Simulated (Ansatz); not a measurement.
# B2O: a line through an energy map

One table from this session's results is given with a row withheld; the runs are named, their logs left out.

Program: Ansatz 0.2.0. Level of theory: DFT PBE+D3(BJ), scalar-relativistic, plane waves, PAW. These are calculated values, not measurements.

15 further runs of the same task are left out: 15 set aside as unsound or not needed.

## Starting point

It takes space group P-3m1 (No. 164, trigonal). The conventional cell has a = 2.546 Å, b = 2.546 Å, c = 9.678 Å, α = 90.00°, β = 90.00°, γ = 120.00°. Around B (site symmetry 3m) lie 3 O at 1.57 Å and 1 B at 1.74 Å. Around B (site symmetry 3m) lie 3 B at 1.58 Å. O (site symmetry 3m) is surrounded by 3 B at 1.57 Å.

As a file:

```cif
data_structure
_symmetry_space_group_name_H-M 'P-3m1'
_symmetry_Int_Tables_number 164
_cell_length_a 2.5456
_cell_length_b 2.5456
_cell_length_c 9.6777
_cell_angle_alpha 90.000
_cell_angle_beta 90.000
_cell_angle_gamma 120.000
_cell_volume 54.31
loop_
_atom_site_label
_atom_site_type_symbol
_atom_site_symmetry_multiplicity
_atom_site_Wyckoff_symbol
_atom_site_fract_x
_atom_site_fract_y
_atom_site_fract_z
_atom_site_occupancy
B1 B 2 c 0.00000 0.00000 0.40990 1
B2 B 2 d 0.66667 0.33333 0.02935 1
O1 O 2 d 0.66667 0.33333 0.35258 1
```

This cell was relaxed beforehand with the same method: volume 9.05 Å³/atom, gap on the mesh none (metal).

## What is varied

The energy is mapped over volume and the cell's shape.

The axes are (1) volume per atom: 7 values from 7.965 to 10.138 Å³; (2) c/a of the conventional cell: 7 values from 3.370 to 4.289.

Nothing else is relaxed (fractional coordinates fixed). Energies count from the relaxed crystal. Points are written as (first, second).

Set-up of the first run:

input.yaml

```yaml
crystal:
  lattice:
    - [2.4068803943, 0.0, 0.0]
    - [-1.2034401971, 2.0844195653, 0.0]
    - [0.0, 0.0, 9.5257105365]
  atoms:
    - { symbol: B, position: [0.0, 0.0, 0.4099026039] }
    - { symbol: B, position: [0.0, 0.0, 0.5900973961] }
    - { symbol: B, position: [0.6666666667, 0.3333333333, 0.0293462865] }
    - { symbol: B, position: [0.3333333333, 0.6666666667, 0.9706537135] }
    - { symbol: O, position: [0.6666666667, 0.3333333333, 0.3525784977] }
    - { symbol: O, position: [0.3333333333, 0.6666666667, 0.6474215023] }
basis:
  ecutwfc: 520.0
kpoints:
  mp_grid: { grid: [21, 21, 6] }
hamiltonian:
  xc: pbe
  dispersion: d3bj
scf:
  occupations: { method: gaussian, width: 0.15 }
output:
  forces: true
  stress: true
  eigenvalues: true
```

Command:

```sh
$ ansatz run input.yaml --threads 2 --pin off --max-ram 4096MiB --backend cpu --events-out ev --progress --plain --runs-dir out
```

Steps of the session up to this table: Point (7.965 Å³, 3.958); The run at (8.327 Å³, 3.958); The run at (8.690 Å³, 3.958); Point (9.052 Å³, 3.958); The run at (9.414 Å³, 3.958); The run at (9.776 Å³, 3.958).

One of the session's tables, all rows but one given; the rest of the session is left out.

| volume per atom (Å³) | energy (meV/atom) | slope (meV/atom per Å³) | pressure (GPa) | largest force on an atom (eV/Å) |
| --- | --- | --- | --- | --- |
| 7.965 | 117 | −205 | 32.8 | 2.41 |
| 8.327 | 57 | −129 | 20.7 | 1.66 |
| 8.690 | 22 | −67 | 10.8 | 0.99 |
| 9.052 | ? | ? | ? | ? |
| 9.414 | 9 | 25 | −4.1 | 0.56 |
| 9.776 | 24 | 59 | −9.5 | 0.85 |
| 10.138 | 51 | 86 | −13.7 | 1.08 |

Estimate the missing values for volume per atom (Å³) = 9.052.

Worked estimate for «energy (meV/atom)». A straight line through the neighbours (8.690, 22) and (9.414, 9) gives 22 + (9 − 22) × (9.052 − 8.690) / (9.414 − 8.690) = 16; a parabola fitted to 4 rows on both sides gives 7.

As computed: energy (meV/atom): 7; slope (meV/atom per Å³): −17; pressure (GPa): 2.6; largest force on an atom (eV/Å): 0.39. In «energy (meV/atom)» the line misses by +9 and the parabola by +0.

Energies count from the relaxed crystal. Rows without a step come from runs not printed here or follow by symmetry. Slopes come from the forces (and the stress, where the cell changes), not from differences of energies.

Along the line the energy is lowest at 9.052 Å³, 7 meV/atom from the zero. Energies and slopes round the minimum, fitted together, put the minimum at 9.1859 Å³, with a curvature of about 120 meV/atom per (Å³)². V·d²E/dV² there is about 170 GPa, a bulk modulus under this line's constraint. The highest point computed, at 7.965 Å³, lies 110 meV/atom above the lowest. This is one cut through a surface in two coordinates; the map's lowest point lies off it. Spin polarisation is off in the runs that give these values; a magnetic solution could lie lower.
